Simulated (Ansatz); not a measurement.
# C₂H₇NSi: one species, many methods

Aim: compute C₂H₇NSi with functionals from several rungs and with coupled cluster. The yardstick is the atomisation energy at the CCSD(T) limit.

Computed with Ansatz 0.2.0, Gaussian basis. Level: functionals in def2-TZVPP, the program's frozen cores in correlated methods.

Plan: LDA (SPW92), PBE-D4, revPBE-D4, BLYP-D4, r2SCAN-D4, B97M-V, PBE0-D4, B3LYP-D4, r2SCANh-D4, r2SCAN0-D4, HSE06-D4, BHLYP-D4, CAM-B3LYP-D4, LC-ωPBE, ωB97X-V, ωB97M-V, B2PLYP, PBE-QIDH; CCSD(T)/def2-SVP; CCSD(T)/def2-TZVPP; MP2/def2-QZVPP; extrapolation to the limit; RPA on PBE.

**1. Structure used throughout**

An earlier PBE0-D4 in a triple-zeta def2 set relaxation fixed the geometry.

SMILES `C=NC[SiH3]`, 11 atoms, charge 0, spin multiplicity 1.

Atoms are counted from 1 here; the program's logs count them from 0.

Bond lengths: C1–N2 1.259 Å, C1–H5 1.089 Å, C1–H6 1.099 Å, N2–C3 1.436 Å, C3–Si4 1.892 Å, C3–H7 1.095 Å, C3–H8 1.102 Å, Si4–H9 1.487 Å, Si4–H10 1.484 Å, Si4–H11 1.488 Å. Angles: N2–C1–H5 119.2°, N2–C1–H6 123.2°, H5–C1–H6 117.5°, C1–N2–C3 118.6°, N2–C3–Si4 109.6°, N2–C3–H7 109.0°, N2–C3–H8 113.6°, Si4–C3–H7 106.9°, Si4–C3–H8 109.5°, H7–C3–H8 108.0°, C3–Si4–H9 109.5°, C3–Si4–H10 110.5°, C3–Si4–H11 108.9°, H9–Si4–H10 109.4°, H9–Si4–H11 109.1°, H10–Si4–H11 109.4°.

**2. LDA**

This LDA is Slater exchange with PW92 correlation.

Input file in.yaml:

```yaml
crystal:
  periodic: [false, false, false]
  atoms:
    - {symbol: C, position_ang: [-0.639351, 1.869334, 0.363863]}
    - {symbol: N, position_ang: [-0.998594, 0.713074, 0.017997]}
    - {symbol: C, position_ang: [-0.299048, -0.417007, 0.562558]}
    - {symbol: Si, position_ang: [0.706291, -1.257428, -0.802717]}
    - {symbol: H, position_ang: [-1.145865, 2.733452, -0.063221]}
    - {symbol: H, position_ang: [0.166886, 2.058964, 1.086583]}
    - {symbol: H, position_ang: [-1.029882, -1.151367, 0.917890]}
    - {symbol: H, position_ang: [0.365225, -0.161731, 1.404491]}
    - {symbol: H, position_ang: [1.729596, -0.311269, -1.319907]}
    - {symbol: H, position_ang: [-0.179773, -1.683047, -1.914536]}
    - {symbol: H, position_ang: [1.389914, -2.450075, -0.232401]}
basis:
  gaussian: {orbitals: def2-TZVPP}
hamiltonian: {xc: lda}
output: {orbitals: {seedname: orbitals}}
```

On the command line:

```sh
> ansatz run in.yaml --threads 2 --pin off --events-out ev --progress --plain --max-ram 4352MiB
```

The runs that follow: PBE-D4 (GGA); revPBE-D4 (GGA); BLYP-D4 (GGA); r2SCAN-D4 (meta-GGA); B97M-V (meta-GGA); B3LYP-D4 (hybrid); r2SCANh-D4 (hybrid); r2SCAN0-D4 (hybrid); HSE06-D4 (hybrid); BHLYP-D4 (hybrid); CAM-B3LYP-D4 (range-separated); LC-ωPBE (range-separated); ωB97X-V (range-separated); ωB97M-V (range-separated); B2PLYP (double hybrid); PBE-QIDH (double hybrid); CCSD(T) in def2-SVP; CCSD(T) in def2-TZVPP; MP2 in def2-QZVPP; RPA on PBE orbitals.

Q: Predict the results of all the runs planned. Wanted: atomisation energy, CCSD(T)/CBS; farthest beyond LDA; mean size of error, GGA; mean size of error, meta-GGA; mean size of error, hybrid; mean size of error, range-separated; mean size of error, double hybrid; gap, smallest and largest; T1 diagnostic.

As calculated:

| quantity | value |
| --- | --- |
| atomisation energy, CCSD(T)/CBS | 937.9 kcal/mol |
| functionals within 4.7 kcal/mol (0.5 %) | revPBE-D4, BLYP-D4, r2SCAN-D4, B97M-V, PBE0-D4, HSE06-D4, ωB97M-V |
| farthest beyond LDA | BHLYP-D4 (-20.8 kcal/mol) |
| mean size of error, GGA | 7.7 kcal/mol |
| mean size of error, meta-GGA | 1.5 kcal/mol |
| mean size of error, hybrid | 8.0 kcal/mol |
| mean size of error, range-separated | 5.3 kcal/mol |
| mean size of error, double hybrid | 8.1 kcal/mol |
| gap, smallest and largest | 4.25 eV (LDA (SPW92)), 12.14 eV (LC-ωPBE) |
| T1 diagnostic | 0.0119 |
| triples share of the correlation energy | 4.0 % |

**Reading.** The LDA atomisation energy is off by 127.1 kcal/mol (14 %): it overbinds. PBE-D4 misses by +16.8 kcal/mol. Double hybrids carry the basis error of their MP2 part in triple zeta, and no dispersion term here, so their miss is partly the set-up's. By mean error the best rung here is meta-GGA (1.5 kcal/mol) and the worst beyond LDA is double hybrid (8.1 kcal/mol). Misses under about 4.7 kcal/mol are within the doubt on the reference itself, which lacks core-valence correlation, relativity and higher excitations. Hartree-Fock recovers 72 % of the binding; the rest is correlation. CCSD(T) in def2-SVP is off by -49.7 kcal/mol, more than most functionals: a good method in a small basis is no reference. Orbital gaps span 4.2 to 12.1 eV; exact exchange widens them.
